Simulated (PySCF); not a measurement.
**CH5NOSi: electronic excitations**

Aim: predict the electronic excitations of CH5NOSi (`O=CN[SiH3]`).

Computed with PySCF 2.14.0, with density-fitted response routines of our own, on a single molecule in the gas phase. Atoms count from 0, in the outputs and in this text.

## (1) Starting geometry

9 atoms, charge 0, multiplicity 1; geometry from: GFN2-xTB.

Bonds of the start (Å): O0–C1 1.21, C1–N2 1.34, N2–Si3 1.76, C1–H4 1.10, N2–H5 1.01, Si3–H6 1.46, Si3–H7 1.47, Si3–H8 1.46.

## (2) Ultraviolet spectrum: PBE0/def2-SVPD

What the job is given:

```
{"job": {"kind": "uv", "xc": "PBE0", "basis": "def2-SVPD", "nstates": 8, "ntriplets": 3}, "charge": 0, "multiplicity": 1}
O      1.094847     1.361839     0.687692
C      1.381982     0.319425     0.150430
N      0.440026    -0.529356    -0.279526
Si    -1.217542     0.000111     0.006729
H      2.426060     0.001638    -0.020021
H      0.716610    -1.388683    -0.724278
H     -1.435801     1.236674    -0.731600
H     -1.975166    -1.119094    -0.558792
H     -1.417453     0.123439     1.444187
```

With the program's defaults for keys left out, this is: TDDFT PBE0/def2-SVPD, vertical, gas phase, core orbitals frozen in the response.

What will the session give for the following? lowest singlet (PBE0/def2-SVPD); brightest single state of those computed; lowest triplet. Wanted: lowest singlet; brightest single state of those computed; lowest triplet.

The runs gave:

```
                                quantity                        value
         lowest singlet (PBE0/def2-SVPD)  5.70 eV (218 nm), f = 0.001
brightest single state of those computed  state 4, 7.43 eV, f = 0.131
                          lowest triplet                      5.16 eV
```

**Reading.** The lowest singlet, at 5.70 eV, is HOMO→LUMO 0.98 and is dark; of the 8 states computed, the strongest absorption comes from state 4 at 7.43 eV. The lowest triplet lies 0.53 eV below the lowest singlet (triplets in Tamm-Dancoff, singlets in full TDDFT).
